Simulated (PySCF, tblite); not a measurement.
# C2H13FSi5: geometry, infrared bands and NMR shifts

Wanted: the infrared bands and NMR shifts of C2H13FSi5 (`CC[Si@@H]1[SiH2][SiH2][Si@H]1[SiH2]F`), by calculation.

Computed with tblite 0.8.0 and PySCF 2.14.0, with density-fitted response routines of our own, on a single molecule in the gas phase. Atoms are numbered from 0 throughout.

## 1. Starting geometry

21 atoms, charge 0, multiplicity 1; geometry from: force field or distance geometry start.

Bonds of the start (Å): C0–C1 1.54, C1–Si2 1.85, Si2–Si3 2.27, Si3–Si4 2.27, Si4–Si5 2.27, Si5–Si6 2.26, Si6–F7 1.61, Si5–Si2 2.29, C0–H8 1.09, C0–H9 1.10, C0–H10 1.09, C1–H11 1.09, C1–H12 1.08, Si2–H13 1.48, Si3–H14 1.49, Si3–H15 1.51, Si4–H16 1.48, Si4–H17 1.50, Si5–H18 1.49, Si6–H19 1.49, Si6–H20 1.48.

## 2. Relaxing the molecule with GFN2-xTB

What the job is given:

```
{"job": {"kind": "relax", "xc": "GFN2-xTB", "basis": "xTB"}, "charge": 0, "multiplicity": 1}
C      3.335300     0.240000    -0.118000
C      1.963000     0.445400    -0.789000
Si     0.518100     0.484800     0.368000
Si    -0.072100    -1.581100     1.112400
Si    -1.490900    -1.726700    -0.659300
Si    -1.459900     0.544700    -0.781100
Si    -3.108500     1.396600     0.501500
F     -3.102200     0.685800     1.945200
H      4.123400     0.247200    -0.872500
H      3.375800    -0.715200     0.417800
H      3.538900     1.039300     0.600200
H      1.828400    -0.354500    -1.523500
H      1.995400     1.384000    -1.330200
H      0.634700     1.539300     1.406800
H      1.048200    -2.556300     1.093600
H     -0.782100    -1.541500     2.439000
H     -2.827800    -2.302300    -0.377900
H     -0.841700    -2.346700    -1.855900
H     -1.334200     1.103400    -2.154200
H     -2.916700     2.855600     0.706200
H     -4.434100     1.175000    -0.129600
```

Run with:

```
OMP_NUM_THREADS=1 python probes_run.py task.json out
```

The driver reads the jobs from task.json and runs them one after another.

**Question.** This job is followed by: GFN2-xTB harmonic vibrations, gas phase; GIAO PBE0/pcSseg-1 NMR shielding, non-relativistic, gas phase. What will the session give for the following? strongest single infrared mode (GFN2-xTB); zero-point energy (GFN2-xTB); ¹³C shifts against TMS (PBE0/pcSseg-1); ¹H shifts against TMS (PBE0/pcSseg-1, means over atoms taken as alike); ²⁹Si shifts against TMS (PBE0/pcSseg-1); ¹⁹F shifts against CFCl3 (PBE0/pcSseg-1); surface potential, 1st and 99th percentile.

As calculated:

| quantity | value |
| --- | --- |
| strongest single infrared mode (GFN2-xTB) | 564 cm⁻¹, 590 km/mol |
| zero-point energy (GFN2-xTB) | 83.5 kcal/mol |
| ¹³C shifts against TMS (PBE0/pcSseg-1) | 13.7, 9.4 ppm |
| ¹H shifts against TMS (PBE0/pcSseg-1, means over atoms taken as alike) | 5.86, 5.85, 4.88, 4.35, 4.35, 4.26, 4.21, 3.71, 1.22, 1.13, 1.06 ppm |
| ²⁹Si shifts against TMS (PBE0/pcSseg-1) | 17.9, -30.0, -90.9, -93.5, -101.9 ppm |
| ¹⁹F shifts against CFCl3 (PBE0/pcSseg-1) | -253.3 ppm |
| surface potential, 1st and 99th percentile | -1.22 V and 1.35 V |

What this shows: Over 118 steps the energy fell by 0.652 eV; of the close pairs, Si4–Si5 changed most, 2.275 to 2.381 Å. All 57 modes are real, so the xTB geometry is a minimum. The strongest single mode, at 564 cm⁻¹, is spread over several atoms, H18, H13, H16, H14 among them. GFN2-xTB is a fitted tight-binding method: band positions and strengths are rough. Its intensities can rank the bands wrongly. At PBE0/pcSseg-1: The widest tensor belongs to Si6: span 178 ppm, with a paramagnetic part of -546 ppm. At PBE0/pcSseg-1, counted by nearest atom on the grid, the HOMO lies on Si2, Si5 about 26 % each; Si3 13 %, the LUMO on Si5 14 %; Si2, Si3, Si4 about 10 % each.
